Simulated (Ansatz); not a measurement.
**UPBE/cc-pVDZ run of SiNH4O2 (SMILES N[Si](O)O)**

What is the electronic atomisation energy of SiNH4O2 at UPBE/cc-pVDZ? 

The results are computed with Ansatz 0.2.0.

68 further runs of the same task are left out: 68 set aside as unsound or not needed.

## 1. The structure to begin with

SiNH4O2 has 8 atoms, charge 0, and is taken as a doublet. As SMILES, `N[Si](O)O`. Geometry: relaxed at PBE0-D4/def2-TZVP. This is one conformer, not always the lowest.

Bond lengths: N1–Si2 1.700 Å, Si2–O3 1.651 Å, Si2–O4 1.651 Å, N1–H5 1.006 Å, N1–H6 1.006 Å, O3–H7 0.958 Å, O4–H8 0.958 Å. Angles: N1–Si2–O3 104.3°, N1–Si2–O4 104.3°, O3–Si2–O4 116.1°, Si2–N1–H5 120.9°, Si2–N1–H6 120.9°, Si2–O3–H7 115.7°, Si2–O4–H8 115.7°, H5–N1–H6 112.9°.

## 2. A single-point energy at UPBE/cc-pVDZ

in.yaml

```yaml
crystal:
  periodic: [false, false, false]
  atoms:
    - {symbol: "N", position_ang: [-0.498000, 1.267000, 0.129300]}
    - {symbol: Si, position_ang: [0.096000, -0.243600, -0.376000]}
    - {symbol: O, position_ang: [1.641600, -0.288300, 0.202600]}
    - {symbol: O, position_ang: [-0.956500, -1.334700, 0.277900]}
    - {symbol: H, position_ang: [0.071200, 2.094000, 0.065100]}
    - {symbol: H, position_ang: [-1.483600, 1.467400, 0.110500]}
    - {symbol: H, position_ang: [2.250900, -0.848000, -0.280900]}
    - {symbol: H, position_ang: [-1.029400, -2.171000, -0.184200]}
basis:
  gaussian:
    orbitals: cc-pVDZ
magnetization:
  spin_polarized: true
  initial_magnetization: 1
hamiltonian:
  xc: pbe
accuracy: high
output: {orbitals: {seedname: orbitals}}
```

Command:

```bash
$ ansatz run in.yaml --threads 1 --pin off --max-ram 3480MiB --events-out events.jsonl --progress --plain --runs-dir runs
```

What it wrote:

```text
Warning: RAYON_NUM_THREADS=1 ignored (pool sized by the plan → 1); use --threads N
Functional definition: PBE
  name "PBE"
  parameter kappa = 0.804
  parameter beta = 0.06672455060314922
  exchange = pbe_x(kappa = kappa, mu = beta*pi^2/3)
  correlation = pbe_c(beta = beta)
1811 factors; integrals over basis functions are off by at most 3.9e-9 eV
mean field evaluation 1: about -13502.2696 eV, gradient 6.6e1 eV
mean field evaluation 2: about -13449.2633 eV, gradient 1.2e2 eV
mean field evaluation 4: about -13517.7674 eV, gradient 8.8e0 eV
mean field evaluation 8: about -13518.1112 eV, gradient 4.8e-1 eV
mean field evaluation 16: about -13518.1123 eV, gradient 3.3e-5 eV
mean field -13518.11234195 eV, -496.7814656609 hartree, gradient 2.5e-8 eV, S^2 0.751512; 0 other end points of the search recorded, 0 dependent functions left out
reference -13518.11234523 eV, -496.7814657817 hartree; 21, 20 occupied and 59, 60 virtual orbitals, 1811 factors
Total energy: -13518.11234523 eV, -496.7814657817 hartree
```

It took 8.7 s on 1 thread of Arm Neoverse V1, shared host; peak memory 0.25 GiB.

## 3. The H atom

molecule.yaml

```yaml
crystal:
  periodic: [false, false, false]
  atoms:
    - {symbol: H, position_ang: [0.000000, 0.000000, 0.000000]}
basis:
  gaussian: {orbitals: cc-pVDZ}
magnetization: {spin_polarized: true, initial_magnetization: 1}
hamiltonian: {xc: pbe}
accuracy: high
```

Run the same way, it converges to -0.49863 Eh (log not shown).

## 4. The N atom

in.yaml

```yaml
crystal:
  periodic: [false, false, false]
  atoms:
    - {symbol: "N", position_ang: [0.000000, 0.000000, 0.000000]}
basis:
  gaussian:
    orbitals: cc-pVDZ
accuracy: high
magnetization:
  spin_polarized: true
  initial_magnetization: 3
hamiltonian:
  xc: {name: PBE}
```

Command:

```bash
$ ansatz run in.yaml --threads 1 --pin off --max-ram 3480MiB --events-out events.jsonl --progress --plain --runs-dir runs
```

What it wrote (excerpt; [...] marks lines left out):

```text
Warning: RAYON_NUM_THREADS=1 ignored (pool sized by the plan → 1); use --threads N
[... 6 set-up lines as earlier in the session ...]
96 factors; integrals over basis functions are off by at most 1.2e-9 eV
mean field evaluation 1: about -1483.2883 eV, gradient 6.3e0 eV
mean field evaluation 2: about -1483.3814 eV, gradient 4.7e0 eV
mean field evaluation 4: about -1483.4889 eV, gradient 1.1e-2 eV
mean field evaluation 8: about -1483.4880 eV, gradient 3.0e-5 eV
mean field -1483.48804930 eV, -54.5171802673 hartree, gradient 8.6e-9 eV, S^2 3.751309; 0 other end points of the search recorded, 0 dependent functions left out
reference -1483.48805063 eV, -54.5171803162 hartree; 5, 2 occupied and 9, 12 virtual orbitals, 96 factors
Total energy: -1483.48805063 eV, -54.5171803162 hartree
```

It took 0.26 s on 1 thread of Arm Neoverse V1, shared host.

## 5. The O atom at the same level

job.yaml

```yaml
crystal:
  periodic: [false, false, false]
  atoms:
    - symbol: O
      position_ang: [0.000000, 0.000000, 0.000000]
basis:
  gaussian: {orbitals: cc-pVDZ}
magnetization: {spin_polarized: true, initial_magnetization: 2}
hamiltonian: {xc: {name: PBE}}
accuracy: high
```

Run the same way, it converges to -74.98142 Eh (log not shown).

## 6. The Si atom, same level

in.yaml

```yaml
crystal:
  periodic: [false, false, false]
  atoms:
    - {symbol: Si, position_ang: [0.000000, 0.000000, 0.000000]}
basis:
  gaussian:
    orbitals: cc-pVDZ
magnetization:
  spin_polarized: true
  initial_magnetization: 2
hamiltonian:
  xc: {name: PBE}
accuracy: high
```

Command:

```bash
$ ansatz run in.yaml --threads 1 --pin off --max-ram 3480MiB --events-out events.jsonl --progress --plain --runs-dir runs
```

What it wrote (excerpt; [...] marks lines left out):

```text
Warning: RAYON_NUM_THREADS=1 ignored (pool sized by the plan → 1); use --threads N
[... 6 set-up lines as earlier in the session ...]
144 factors; integrals over basis functions are off by at most 3.2e-9 eV
mean field evaluation 1: about -7869.9757 eV, gradient 2.4e0 eV
mean field evaluation 2: about -7870.0463 eV, gradient 9.5e-1 eV
mean field evaluation 4: about -7870.0524 eV, gradient 1.8e-1 eV
mean field evaluation 8: about -7870.0527 eV, gradient 2.0e-4 eV
mean field evaluation 16: about -7869.9490 eV, gradient 2.7e0 eV
mean field evaluation 32: about -7870.0524 eV, gradient 1.5e-1 eV
mean field -7870.05274420 eV, -289.2191038359 hartree, gradient 5.7e-8 eV, S^2 2.003183; 2 other end points of the search recorded, 0 dependent functions left out
reference -7870.05274613 eV, -289.2191039068 hartree; 8, 6 occupied and 10, 12 virtual orbitals, 144 factors
Total energy: -7870.05274613 eV, -289.2191039068 hartree
```

Wall time 1.1 s (1 thread of Arm Neoverse V1, shared host).

## 7. What came out

At UPBE/cc-pVDZ:

| quantity | value |
| --- | --- |
| molecule: total energy | -496.78147 Eh |
| molecule: HOMO energy (highest over α and β) | -3.64 eV |
| molecule: LUMO energy (lowest over α and β) | -2.11 eV |
| molecule: ⟨S²⟩ | 0.752 |
| H atom: total energy | -0.49863 Eh |
| H atom: ⟨S²⟩ | 0.750 |
| N atom: total energy | -54.51718 Eh |
| N atom: ⟨S²⟩ | 3.751 |
| O atom: total energy | -74.98142 Eh |
| O atom: ⟨S²⟩ | 2.002 |
| Si atom: total energy | -289.21910 Eh |
| Si atom: ⟨S²⟩ | 2.003 |
| electronic atomisation energy | 29.602 eV |

**Reading.** Taking the molecule apart into free atoms costs 29.60 eV (2856 kJ/mol), before zero-point energy and without spin-orbit coupling.
